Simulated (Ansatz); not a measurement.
# CsHS: the cost of one run

Method: DFT PBEsol, scalar-relativistic, plane waves, PAW, in Ansatz 0.2.0.

### Step 1. The structure to begin with

Symmetry: I4/m, No. 87, tetragonal system. Conventional cell: a = 8.310 Å, b = 8.310 Å, c = 9.163 Å, α = 90.00°, β = 90.00°, γ = 90.00°. Around Cs (site symmetry -4) lie 4 H at 3.22 Å and 8 S at 3.69 to 3.76 Å. Around Cs (site symmetry 4) lie 4 H at 3.25 Å and 8 S at 3.68 to 3.78 Å. H (site symmetry m) has 1 S at 1.35 Å in its first shell of neighbours. S (site symmetry m) has 1 H at 1.35 Å in its first shell of neighbours.

Coordinates:

```xyz
12
Lattice="-4.1550 4.1550 4.5814 4.1550 -4.1550 4.5814 4.1550 4.1550 -4.5814" Properties=species:S:1:pos:R:3 pbc="T T T"
Cs    4.1550    0.0000    2.2907
Cs    0.0000    0.0000    2.4484
Cs    0.0000    0.0000    6.7145
Cs    0.0000    4.1550    2.2907
H     2.0097    0.7153    0.0000
H     3.4397   -2.1453    4.5814
H     0.7153    6.3003    0.0000
H     2.1453    3.4397    4.5814
S     6.2434    2.0094    0.0000
S     2.0094    2.0665    0.0000
S     2.1456    2.0885    4.5814
S    -2.0885    2.1456    4.5814
```

(A quick probe on a coarse mesh, which set the mesh and smearing, is not shown.)

### Step 3. Rough relaxation on the coarse mesh

Contents of input.yaml:

```yaml
crystal:
  lattice:
    - [-4.154961405, 4.154961405, 4.58144418]
    - [4.154961405, -4.154961405, 4.58144418]
    - [4.154961405, 4.154961405, -4.58144418]
  atoms:
    - { symbol: Cs, position: [0.25, 0.75, 0.5] }
    - { symbol: Cs, position: [0.26720894, 0.26720894, 0.0] }
    - { symbol: Cs, position: [0.73279106, 0.73279106, 0.0] }
    - { symbol: Cs, position: [0.75, 0.25, 0.5] }
    - { symbol: H, position: [0.08607895, 0.24183836, 0.3279173] }
    - { symbol: H, position: [0.24183836, 0.91392105, 0.15575941] }
    - { symbol: H, position: [0.75816164, 0.08607895, 0.84424059] }
    - { symbol: H, position: [0.91392105, 0.75816164, 0.6720827] }
    - { symbol: S, position: [0.24180129, 0.7513229, 0.99312419] }
    - { symbol: S, position: [0.2486771, 0.24180129, 0.49047839] }
    - { symbol: S, position: [0.7513229, 0.75819871, 0.50952161] }
    - { symbol: S, position: [0.75819871, 0.2486771, 0.00687581] }
basis:
  ecutwfc: 420
kpoints:
  mp_grid: { grid: [4, 4, 4] }
hamiltonian:
  xc: pbesol
scf:
  occupations: { method: gaussian, width: 0.1 }
  lower_state_search: "off"
output:
  forces: true
  stress: true
  eigenvalues: true
relax:
  adjacent_minimum: "off"
  f_tol: 0.04
  max_steps: 70
  cell: { stress_tol: 0.4 }
```

Command:

```sh
$ ansatz run input.yaml --threads 1 --pin off --max-ram 2560MiB --backend cpu --events-out ev --progress --plain --runs-dir out
```

**Question.** How long does this run take on 1 thread of Arm Neoverse V1, shared host, and how much memory does it need?

About 86 s, with a peak of 0.56 GiB.
